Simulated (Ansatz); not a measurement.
# AlGeH (triplet): relaxing a cheap start

Aim: relax a generated start of AlGeH (triplet) and see which bonds hold.

Computed with Ansatz 0.2.0, Gaussian basis. Level: UKS PBE0/def2-TZVP.

## Step 1: Where the work starts

3 atoms, charge 0, spin multiplicity 3.

Atoms are counted from 1 here; the program's logs count them from 0.

Bond lengths: Ge1–Al2 2.385 Å, Ge1–H3 1.757 Å. Angles: Al2–Ge1–H3 62.3°.

Coordinates:

```xyz
3
charge 0, multiplicity 3
Ge   -0.5907   -0.2663   -0.0015
Al    1.6067    0.6615    0.0039
H    -0.4424    1.4846    0.0024
```

The start was built by rule and, where that kept it together, relaxed with GFN2-xTB. Sticks and bond lists go by distance. No spin-orbit coupling is included. 

## Step 2: The run

in.yaml reads:

```yaml
crystal:
  periodic: [false, false, false]
  atoms:
    - {symbol: Ge, position_ang: [-0.590656, -0.266301, -0.001491]}
    - {symbol: Al, position_ang: [1.606698, 0.661478, 0.003924]}
    - {symbol: H, position_ang: [-0.442390, 1.484634, 0.002392]}
basis:
  gaussian: {orbitals: def2-TZVP}
magnetization: {spin_polarized: true, initial_magnetization: 2}
hamiltonian: {xc: pbe0}
relax: {f_tol: 0.004, max_steps: 80}
```

Launch:

```
$ ansatz run in.yaml --threads 1 --pin off --events-out ev --progress --plain --max-ram 1740MiB
```

What does the calculation give? Wanted: energy gained; shift from the start; total energy; dipole moment; ⟨S²⟩.

As calculated:

| quantity | value |
| --- | --- |
| steps | 4 |
| energy gained | 0.088 eV |
| shift from the start (rms) | 0.114 Å |
| total energy | -63119.5961 eV |
| dipole moment | 0.87 D |
| ⟨S²⟩ | 2.015 |

The bonds of the start are those of the end. Ge1–H3 went from 1.757 to 1.690 Å. No vibrations were run, so this is a stationary point, not a proven minimum, and this spin need not be the ground state's.
